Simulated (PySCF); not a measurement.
# C3H6BFO2: the cost of one run

The runs use PySCF 2.14.0, with density-fitted response routines of our own; the level of theory stands in each step. All values are computed, except where a source is named. Atoms are numbered from 0 throughout.

## 1. The starting structure

13 atoms, charge 0, multiplicity 1; geometry from: GFN2-xTB. The atoms were then displaced at random by about 0.01 Å, so the start is not that level's minimum.

Bonds of the start (Å): C0–C1 1.30, C1–O2 1.35, O2–B3 1.38, B3–F4 1.37, B3–O5 1.30, O5–C6 1.42, C0–H7 1.09, C0–H8 1.10, C1–H9 1.07, C6–H10 1.07, C6–H11 1.09, C6–H12 1.12.

## 2. Optimising the geometry at PBE0-D3(BJ)/def2-SVP

Job settings and geometry (Å):

```
{"job": {"xc": "PBE0", "basis": "def2-SVP", "d3": "d3bj", "grid": 1, "shake": 0.01, "kind": "geom"}, "charge": 0, "multiplicity": 1}
C     -2.381990     0.943010     0.787310
C     -1.772450     0.062080     0.055700
O     -0.421150     0.006790     0.017270
B      0.343460    -0.885150    -0.699180
F     -0.318700    -1.817880    -1.450080
O      1.639210    -0.913320    -0.729000
C      2.480240    -0.027950    -0.006000
H     -1.853870     1.694950     1.371550
H     -3.476670     1.007220     0.814960
H     -2.281140    -0.673310    -0.538090
H      3.184020     0.395780    -0.696150
H      3.005790    -0.589660     0.770230
H      1.859080     0.780560     0.447770
```

Command:

```bash
> OMP_NUM_THREADS=1 python probes_run.py task.json out
```

One launch serves the whole session: the jobs run in the order shown.

Q: Estimate the wall time and peak memory of this first job on 1 thread of Intel Xeon Platinum 8488C, shared host.

About 47 s, with a peak of 0.53 GiB.
